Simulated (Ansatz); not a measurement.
# CH5BClNSSi: shift of H9 from C2 to B5, part 3 of 3

How high is the barrier for the shift of H9 from C2 to B5? Relax the two ends, then run a nudged elastic band between them. SMILES of the start: NC1S[SiH2]B1Cl.

Ansatz 0.2.0; RKS PBE-D4/cc-pVDZ.

### 11 More of the same log: dynamics from the highest image of the converged band

Output, continued, shortened:

```text
md step    59: t =    29.50 fs  T =   556.6 K  F+E_penalty+E_count = -34503.70452012 eV  E_kin = 0.647542 eV  conserved = -34503.05697807 eV  (32 SCF iters, 3 dispersion substeps)
[...]
md step    79: t =    39.50 fs  T =   365.4 K  F+E_penalty+E_count = -34503.48157546 eV  E_kin = 0.425114 eV  conserved = -34503.05646128 eV  (32 SCF iters, 3 dispersion substeps)
[...]
md step   119: t =    59.50 fs  T =   622.9 K  F+E_penalty+E_count = -34503.78114703 eV  E_kin = 0.724602 eV  conserved = -34503.05654526 eV  (33 SCF iters, 3 dispersion substeps)
[...]
md step   137: t =    68.50 fs  T =   845.4 K  F+E_penalty+E_count = -34504.04039161 eV  E_kin = 0.983476 eV  conserved = -34503.05691560 eV  (33 SCF iters, 3 dispersion substeps)
md step   138: t =    69.00 fs  T =   846.2 K  F+E_penalty+E_count = -34504.04137712 eV  E_kin = 0.984380 eV  conserved = -34503.05699717 eV  (33 SCF iters, 3 dispersion substeps)
```

### 12 More of the same log: dynamics from the highest image of the converged band

Output, continued, shortened:

```text
md step   139: t =    69.50 fs  T =   844.4 K  F+E_penalty+E_count = -34504.03934257 eV  E_kin = 0.982287 eV  conserved = -34503.05705541 eV  (33 SCF iters, 3 dispersion substeps)
[...]
md step   154: t =    77.00 fs  T =   603.9 K  F+E_penalty+E_count = -34503.75907098 eV  E_kin = 0.702593 eV  conserved = -34503.05647812 eV  (33 SCF iters, 3 dispersion substeps)
[...]
Atom 7 at    -1.442876     0.127968    -1.981868 Å, force    -0.244762     0.139471     0.248401 eV/Å
Atom 8 at     1.063557     1.672777    -0.766200 Å, force    -0.040087     0.519241     0.589608 eV/Å
Atom 9 at    -0.382268    -0.452765     2.507319 Å, force     0.479350     0.616641    -0.183842 eV/Å
Atom 10 at     2.011920    -0.024176     2.592258 Å, force     0.224376     0.262343     0.016693 eV/Å
Dipole moment:    -0.100786    -0.661904    -0.475394 e Å
```

It took 11 min on 2 threads of Arm Neoverse V1, shared host; peak memory 0.2 GiB.

### 13 What the atoms did

The trajectory, every 8 steps (energies from step 0):

```csv
time (fs),T (K),potential energy change (meV/atom),total energy change (meV/atom),H9–C2 (Å),H9–B5 (Å)
0.0,300,0.0,0.00,1.21,1.65
4.0,213,9.3,0.05,1.19,1.62
8.0,152,15.7,0.06,1.23,1.62
12.0,129,18.1,0.07,1.27,1.57
16.0,198,10.9,0.04,1.29,1.47
20.0,240,6.4,0.06,1.37,1.36
24.0,381,-8.6,0.03,1.56,1.31
28.0,515,-22.7,0.02,1.83,1.31
32.0,562,-27.7,0.01,2.11,1.29
36.0,420,-12.6,0.05,2.29,1.24
40.0,369,-7.2,0.06,2.36,1.22
44.0,498,-20.9,0.03,2.34,1.25
48.0,614,-33.2,0.01,2.21,1.26
52.0,581,-29.7,0.03,2.03,1.25
56.0,558,-27.3,0.04,1.93,1.25
60.0,645,-36.4,0.04,1.97,1.25
64.0,798,-52.7,0.02,2.15,1.26
68.0,843,-57.4,0.02,2.36,1.26
72.0,784,-51.2,0.02,2.50,1.24
76.0,632,-35.1,0.05,2.56,1.21
80.0,564,-27.9,0.03,2.57,1.22
84.0,593,-30.9,0.03,2.52,1.24
88.0,675,-39.7,0.01,2.41,1.24
92.0,670,-39.1,0.04,2.29,1.23
96.0,642,-36.1,0.05,2.22,1.24
100.0,661,-38.2,0.04,2.24,1.23
```

time (fs), T (K) and a bar:
```
      0.0        300 #######
      4.5        206 ###
      8.5        149 
     13.0        146 
     17.5        206 ###
     21.5        279 ######
     26.0        441 #############
     30.5        568 ##################
     35.0        458 #############
     39.0        366 #########
     43.5        478 ##############
     48.0        614 ####################
     52.0        581 ###################
     56.5        561 ##################
     61.0        692 #######################
     65.0        819 #############################
     69.5        844 ##############################
     74.0        708 ########################
     78.5        583 ###################
     82.5        558 ##################
     87.0        660 ######################
     91.5        669 ######################
     95.5        647 ######################
    100.0        661 ######################
```

Bonds that form or break, judged by distance (formed within 1.15 times the sum of covalent radii and held on average over 12 fs, broken when stretched by half; pairs already stretched at the start don't count as bonds):

```csv
time (fs),bond,event
26.0,C2–H9,breaks
32.5,B5–H9,forms
```

The last frame stands with the bonds of end B.

### 14 A trajectory let go at the top

It starts at the highest inner image of the first converged band: 200 steps of 0.5 fs at constant energy, with velocities drawn for 100 K.

The input, input.yaml:

```yaml
crystal:
  periodic: [false, false, false]
  atoms:
    - { symbol: "N", position_ang: [-0.922885, -0.815118, -1.667846] }
    - { symbol: C, position_ang: [-0.133192, -0.321286, -0.625103] }
    - { symbol: S, position_ang: [1.015514, -1.528522, 0.23418] }
    - { symbol: Si, position_ang: [0.909869, 0.078865, 1.755459] }
    - { symbol: B, position_ang: [-0.378217, 0.81613, 0.379819] }
    - { symbol: Cl, position_ang: [-1.523647, 2.155619, 0.15772] }
    - { symbol: H, position_ang: [-0.399014, -1.145329, -2.486117] }
    - { symbol: H, position_ang: [-1.662369, -0.16137, -1.948723] }
    - { symbol: H, position_ang: [0.638442, 0.574561, -0.898274] }
    - { symbol: H, position_ang: [0.28315, -0.427019, 3.032778] }
    - { symbol: H, position_ang: [2.23785, 0.716469, 2.086606] }
basis:
  gaussian: { orbitals: cc-pVDZ }
hamiltonian:
  xc: pbe
  dispersion: d4
md:
  timestep: 0.5
  n_steps: 200
  ensemble: nve
  temperature: 100.0
  initial_velocities: maxwell_boltzmann
  seed: 5377
```

Launch:

```bash
$ ansatz run input.yaml --threads 2 --pin off --max-ram 3072MiB --backend cpu --events-out ev --progress --plain --runs-dir out
```

Output, shortened:

```text
Warning: RAYON_NUM_THREADS=2 ignored (pool sized by the plan → 2); use --threads N
[...]
[... 1 set-up line as earlier in the session ...]
[...]
1575 factors; their error is unknown
[...]
mean field -34503.05581941 eV, -1267.9639143521 hartree, gradient 3.9e-5 eV, S^2 0.000000; 0 other end points of the search recorded, 0 dependent functions left out
[...]
reference -34503.05586013 eV, -1267.9639158485 hartree; 35, 35 occupied and 86, 86 virtual orbitals, 1575 factors
[...]
md step    78: t =    39.00 fs  T =   119.2 K  F+E_penalty+E_count = -34503.42794891 eV  E_kin = 0.138688 eV  conserved = -34503.28926109 eV  (32 SCF iters)
[...]
md step   103: t =    51.50 fs  T =   208.8 K  F+E_penalty+E_count = -34503.53239761 eV  E_kin = 0.242872 eV  conserved = -34503.28952586 eV  (31 SCF iters, 3 dispersion substeps)
md step   104: t =    52.00 fs  T =   219.7 K  F+E_penalty+E_count = -34503.54522737 eV  E_kin = 0.255577 eV  conserved = -34503.28964989 eV  (32 SCF iters, 3 dispersion substeps)
```

### 15 The log goes on: dynamics from the highest image of the converged band

Output, continued, shortened:

```text
md step   105: t =    52.50 fs  T =   223.7 K  F+E_penalty+E_count = -34503.54973640 eV  E_kin = 0.260199 eV  conserved = -34503.28953699 eV  (32 SCF iters, 3 dispersion substeps)
[...]
md step   129: t =    64.50 fs  T =   211.1 K  F+E_penalty+E_count = -34503.53445696 eV  E_kin = 0.245631 eV  conserved = -34503.28882569 eV  (33 SCF iters, 3 dispersion substeps)
[...]
Atom 7 at    -1.849062    -0.703057    -1.086306 Å, force     0.479144    -0.070313     0.180977 eV/Å
Atom 8 at     0.980429     0.038465    -1.655283 Å, force     0.037809    -0.108449    -0.104528 eV/Å
Atom 9 at    -0.051616     0.000394     2.988623 Å, force     0.300496    -0.030767    -0.382514 eV/Å
Atom 10 at     2.254970     0.415870     2.357623 Å, force     0.159374     0.149739    -0.152732 eV/Å
Dipole moment:    -0.069660     0.315742    -0.189192 e Å
```

Run time: 11 min. Hardware: 2 threads of Arm Neoverse V1, shared host; peak memory 0.19 GiB.

### 16 Frames and traces

One step in 11; energies are changes from step 0:

```csv
time (fs),T (K),potential energy change (meV/atom),total energy change (meV/atom),H9–C2 (Å),H9–B5 (Å)
0.0,100,0.0,0.00,1.21,1.65
5.5,52,5.2,0.06,1.20,1.68
11.0,38,6.6,0.09,1.19,1.71
16.5,38,6.7,0.10,1.18,1.72
22.0,54,5.0,0.08,1.18,1.73
27.5,52,5.1,0.05,1.17,1.77
33.0,104,-0.4,0.01,1.16,1.84
38.5,123,-2.4,0.02,1.14,1.94
44.0,129,-2.9,0.08,1.12,2.05
49.5,159,-6.1,0.11,1.12,2.14
55.0,220,-12.6,0.08,1.11,2.20
60.5,226,-13.3,0.05,1.12,2.24
66.0,230,-13.7,0.03,1.11,2.28
71.5,265,-17.4,0.02,1.11,2.32
77.0,266,-17.5,0.06,1.10,2.34
82.5,264,-17.3,0.10,1.11,2.34
88.0,292,-20.2,0.08,1.11,2.32
93.5,306,-21.8,0.03,1.11,2.29
99.0,263,-17.3,0.03,1.11,2.29
100.0,248,-15.5,0.06,1.11,2.29
```

time (fs), T (K) and a bar:
```
      0.0        100 ########
      4.5         65 ####
      8.5         59 ###
     13.0         51 ##
     17.5         49 ##
     21.5         45 ##
     26.0         29 
     30.5         58 ###
     35.0         74 #####
     39.0        119 ##########
     43.5        137 ############
     48.0        173 ################
     52.0        220 ######################
     56.5        237 ########################
     61.0        237 ########################
     65.0        217 #####################
     69.5        233 #######################
     74.0        255 ##########################
     78.5        262 ###########################
     82.5        264 ###########################
     87.0        292 ##############################
     91.5        285 #############################
     95.5        283 #############################
    100.0        248 #########################
```

The last frame stands with a bonding of neither end.

### 17 Results

This closing draws on all 3 parts.

| quantity | value |
| --- | --- |
| end A | 21 moves, 1.556 eV lower |
| end B | 16 moves, 10.113 eV lower |
| first band: barrier forwards | 0.714 eV |
| first band: barrier backwards | 1.040 eV |
| first band: second end relative to first | -0.326 eV |
| first band: highest image | 4 of 0 to 6, climbing |
| first band: band iterations | 29 |
| imaginary modes at the top | 435i cm⁻¹ |
| second band | top 0.714 eV above image 0, 19 iterations, 5 inner images |
| time, first and second band | 7.4 min and 5 min |
| trajectory at 300 K, after 100 fs | with the bonds of end B, at 661 K |
| trajectory at 100 K, after 100 fs | with a bonding of neither end, at 248 K |

In the first band: along this path the system climbs 0.71 eV from the first end (28 kT at 300 K). The second end lies 0.33 eV below the first, so the way back costs 1.04 eV. Image 3 sits in a dip between two rises: the path passes through another minimum, and each half would need a band of its own. By distance, end A alone has N1–B5, C2–H9 and end B alone has B5–H9. One imaginary mode, as a first-order saddle point has. The second band's top agrees with the first's to 1 meV, so the changed settings hardly move the height. Zero-point energy and entropy are left out. Tunnelling, which matters where hydrogen moves, is missing too. Semilocal functionals tend to give barriers that are too low.
